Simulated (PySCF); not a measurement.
# From one method to the next for BeS

Starting from one script, swap the method and compare what comes out for BeS.

Method: method and basis as typed in the scripts; program: PySCF 2.14.0.

3 further runs of the same task are left out: 3 that didn't finish.

## (1) The starting structure

BeS: 2 atoms, charge 0, spin multiplicity 1.

Bond lengths: Be1–S2 1.809 Å.

## (2) The base run

The input, input.py:

```python
from pyscf import gto, scf

mol = gto.M(
    atom='Be 0 0 0; S 0 0 1.809',
    basis='3-21g',
    charge=0,
    spin=0,
    verbose=4,
)
mf = scf.RHF(mol)
mf.kernel()
mf.dip_moment()
print('orbital energies (hartree):', mf.mo_energy[..., max(0, mol.nelec[1]-3):mol.nelec[0]+3].round(4))
```

Launch:

```console
> OMP_NUM_THREADS=1 python input.py
```

The log of this run is left out.

In short: E(SCF) = -410.083604 Eh, 9 cycles, μ = 6.87 D.

The bond length is a typed value, not an optimised one.

## (3) Gradient

Variant 1 changes step after the SCF: none → gradient.

The input, input.py:

```python
from pyscf import gto, scf

mol = gto.M(
    atom='Be 0 0 0; S 0 0 1.809',
    basis='3-21g',
    charge=0,
    spin=0,
    verbose=4,
)
mf = scf.RHF(mol)
mf.kernel()
mf.nuc_grad_method().kernel()
mf.dip_moment()
print('orbital energies (hartree):', mf.mo_energy[..., max(0, mol.nelec[1]-3):mol.nelec[0]+3].round(4))
```

Launch:

```console
> OMP_NUM_THREADS=1 python input.py
```

## (4) M06 (RKS)

Variant 2 changes functional: none (Hartree–Fock) → m06; SCF type: RHF → RKS; step after the SCF: none → analyze.

The input, input.py:

```python
from pyscf import gto, dft

mol = gto.M(
    atom='Be 0 0 0; S 0 0 1.809',
    basis='3-21g',
    charge=0,
    spin=0,
    verbose=4,
)
mf = dft.RKS(mol, xc='m06')
mf.kernel()
mf.analyze()
print('orbital energies (hartree):', mf.mo_energy[..., max(0, mol.nelec[1]-3):mol.nelec[0]+3].round(4))
```

## (5) MP2

Variant 3 changes step after the SCF: none → mp2; frozen orbitals: none → 5.

input.py: that of step 2 with these lines changed.

```diff
@@ -1,2 +1,2 @@
-from pyscf import gto, scf
+from pyscf import gto, scf, mp
 
@@ -11,2 +11,3 @@
 mf.kernel()
+mp.MP2(mf, frozen=5).kernel()
 mf.dip_moment()
```

**Question.** What will these runs give? Wanted: for each run, E(SCF); from base; gap; SCF dipole; after the SCF.

**Answer**, as computed:

| run | E(SCF) (hartree) | from base (eV) | cycles | gap (eV) | SCF dipole (D) | after the SCF |
| --- | --- | --- | --- | --- | --- | --- |
| base | -410.083604 | 0 | 9 | 7.54 | 6.87 | n/a |
| gradient | -410.083604 | 0.0000 | 9 | 7.54 | 6.87 | n/a |
| m06 (RKS) | -410.841801 | not comparable | 10 | 2.62 | 5.59 | n/a |
| MP2 | -410.083604 | 0.0000 | 9 | 7.54 | 6.87 | MP2 correlation -2.425 eV, core frozen |

In words: Total energies of different functionals can't be compared with each other; differences within one functional can.
